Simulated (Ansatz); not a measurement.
# BrHInS radical: a ladder of functionals and wavefunction methods

Aim: compute BrHInS radical with functionals from several rungs and with coupled cluster, and see how far each lands from CCSD(T) at the basis-set limit for the atomisation energy.

Method: functionals in def2-TZVPP, the program's frozen cores in correlated methods; program: Ansatz 0.2.0, Gaussian basis.

The runs, in order: LDA (SPW92), PBE-D4, revPBE-D4, BLYP-D4, r2SCAN-D4, B97M-V, PBE0-D4, B3LYP-D4, r2SCANh-D4, r2SCAN0-D4, HSE06-D4, BHLYP-D4, CAM-B3LYP-D4, LC-ωPBE, ωB97X-V, ωB97M-V, B2PLYP, PBE-QIDH; CCSD(T)/def2-SVP; CCSD(T)/def2-TZVPP; MP2/def2-QZVPP; extrapolation to the limit; RPA on PBE.

**1. The relaxed structure**

An earlier PBE0-D4 in a triple-zeta def2 set relaxation fixed the geometry. In takes the def2 core potential; no spin-orbit term is included.

SMILES `[SH][In][Br]`, 4 atoms, charge 0, spin multiplicity 2.

Atoms are counted from 1 here; the program's logs count them from 0.

Bond lengths: S1–In2 2.430 Å, S1–H4 1.344 Å, In2–Br3 2.505 Å. Angles: In2–S1–H4 92.9°, S1–In2–Br3 116.5°.

**2. LDA**

This LDA is Slater exchange with PW92 correlation.

Input file in.yaml:

```yaml
crystal:
  periodic: [false, false, false]
  atoms:
    - {symbol: S, position_ang: [-1.137354, -0.834485, 0.480629]}
    - {symbol: In, position_ang: [0.480249, 0.729583, -0.437097]}
    - {symbol: Br, position_ang: [2.897190, 0.144640, -0.132771]}
    - {symbol: H, position_ang: [-2.184485, -0.100037, 0.068940]}
basis:
  gaussian: {orbitals: def2-TZVPP}
magnetization: {spin_polarized: true, initial_magnetization: 1}
hamiltonian: {xc: lda}
output: {orbitals: {seedname: orbitals}}
```

Further steps of the session: PBE-D4 (GGA); revPBE-D4 (GGA); BLYP-D4 (GGA); r2SCAN-D4 (meta-GGA); B97M-V (meta-GGA); PBE0-D4 (hybrid); B3LYP-D4 (hybrid); r2SCANh-D4 (hybrid); r2SCAN0-D4 (hybrid); HSE06-D4 (hybrid); BHLYP-D4 (hybrid); CAM-B3LYP-D4 (range-separated); LC-ωPBE (range-separated); ωB97X-V (range-separated); ωB97M-V (range-separated); B2PLYP (double hybrid); PBE-QIDH (double hybrid); CCSD(T) in def2-SVP; CCSD(T) in def2-TZVPP; MP2 in def2-QZVPP; RPA on PBE orbitals.

Q: Predict the results of all the runs planned. Wanted: atomisation energy, CCSD(T)/CBS; farthest beyond LDA; mean size of error, GGA; mean size of error, meta-GGA; mean size of error, hybrid; mean size of error, range-separated; mean size of error, double hybrid; gap, smallest and largest; T1 diagnostic.

The runs gave:

| quantity | value |
| --- | --- |
| atomisation energy, CCSD(T)/CBS | 899.4 kJ/mol |
| functionals within 9.0 kJ/mol (1.0 %) | B97M-V, PBE0-D4, r2SCANh-D4, r2SCAN0-D4, HSE06-D4, ωB97X-V, ωB97M-V |
| farthest beyond LDA | BHLYP-D4 (-45.0 kJ/mol) |
| mean size of error, GGA | 19.1 kJ/mol |
| mean size of error, meta-GGA | 12.2 kJ/mol |
| mean size of error, hybrid | 14.4 kJ/mol |
| mean size of error, range-separated | 17.4 kJ/mol |
| mean size of error, double hybrid | 23.3 kJ/mol |
| gap, smallest and largest | 0.56 eV (LDA (SPW92)), 7.03 eV (LC-ωPBE) |
| T1 diagnostic | 0.0160 |
| triples share of the correlation energy | 3.6 % |

What this shows: LDA overbinds by 150.0 kJ/mol (17 %). PBE-D4 is off by +14.3 kJ/mol. Double hybrids carry the basis error of their MP2 part in triple zeta, and no dispersion term here, so their miss is partly the set-up's. Taken by rung, meta-GGA functionals do best (12.2 kJ/mol on average) and double hybrid ones worst beyond LDA (23.3 kJ/mol). The gap between the best rungs is small, so their order is not settled. Misses under about 9.0 kJ/mol are within the doubt on the reference itself, which lacks core-valence correlation, spin-orbit coupling and higher excitations, and its outer-core shells are covered unevenly. All levels share the lack of spin-orbit coupling, which lowers the free heavy atoms and so the true binding. Hartree-Fock recovers 69 % of the binding; the rest is correlation. CCSD(T) in def2-SVP is off by -98.3 kJ/mol, worse than the median functional, from the basis alone. Orbital gaps span 0.6 to 7.0 eV; exact exchange widens them. Correlated methods include outer-core shells of Br, In, which these sets cover unevenly.
